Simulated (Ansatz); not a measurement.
# TeAs: the cost of one run

Program: Ansatz 0.2.0. Level of theory: DFT PBEsol+D3(BJ), scalar-relativistic, plane waves, PAW. These are calculated values, not measurements.

3 further runs of the same task are left out: 3 set aside as unsound or not needed. Runs told in other sessions of the task aren't counted.

## 1. The system as given

The structure is cubic, space group Fm-3m (No. 225). The conventional cell has a = 5.775 Å, b = 5.775 Å, c = 5.775 Å, α = 90.00°, β = 90.00°, γ = 90.00°. Te (site symmetry m-3m) has 6 As at 2.89 Å in its first shell of neighbours. As (site symmetry m-3m) has 6 Te at 2.89 Å in its first shell of neighbours.

Structure file:

```cif
data_structure
_symmetry_space_group_name_H-M 'P 1'
_symmetry_Int_Tables_number 1
_cell_length_a 5.7749
_cell_length_b 5.7749
_cell_length_c 5.7749
_cell_angle_alpha 90.000
_cell_angle_beta 90.000
_cell_angle_gamma 90.000
_cell_volume 192.59
loop_
_atom_site_label
_atom_site_type_symbol
_atom_site_fract_x
_atom_site_fract_y
_atom_site_fract_z
_atom_site_occupancy
Te1 Te 0.50000 0.00000 0.00000 1
Te2 Te 0.00000 0.50000 0.00000 1
Te3 Te 0.00000 0.00000 0.50000 1
Te4 Te 0.50000 0.50000 0.50000 1
As1 As 0.00000 0.00000 0.00000 1
As2 As 0.50000 0.50000 0.00000 1
As3 As 0.50000 0.00000 0.50000 1
As4 As 0.00000 0.50000 0.50000 1
```

It goes back to an entry of the Materials Project, which need not be the stable form.

It is built from the cell relaxed beforehand with the same method (24.07 Å³/atom).

## 2. Zero of the scan

Input file input.yaml:

```yaml
crystal:
  lattice:
    - [5.7748822853, 0.0, 0.0]
    - [0.0, -5.7748822853, 0.0]
    - [0.0, 0.0, -5.7748822853]
  atoms:
    - { symbol: Te, position: [0.5, 0.0, 0.0] }
    - { symbol: Te, position: [0.0, 0.5, 0.0] }
    - { symbol: Te, position: [0.0, 0.0, 0.5] }
    - { symbol: Te, position: [0.5, 0.5, 0.5] }
    - { symbol: As, position: [0.0, 1.0, 1.0] }
    - { symbol: As, position: [0.5, 0.5, 1.0] }
    - { symbol: As, position: [0.5, 1.0, 0.5] }
    - { symbol: As, position: [0.0, 0.5, 0.5] }
basis:
  ecutwfc: 420
kpoints:
  mp_grid: { grid: [10, 10, 10] }
hamiltonian:
  xc: pbesol
  dispersion: d3bj
scf:
  occupations: { method: gaussian, width: 0.15 }
output:
  forces: true
  stress: true
  eigenvalues: true
```

The run is started by

```console
ansatz run input.yaml --threads 1 --pin off --max-ram 2560MiB --backend cpu --events-out ev --progress --plain --runs-dir out
```

What time and memory should one allow on 1 thread of Intel Xeon Platinum 8259CL at 2.50GHz (Skylake/Cascade Lake), shared host?

About 40 s, with a peak of 0.86 GiB.
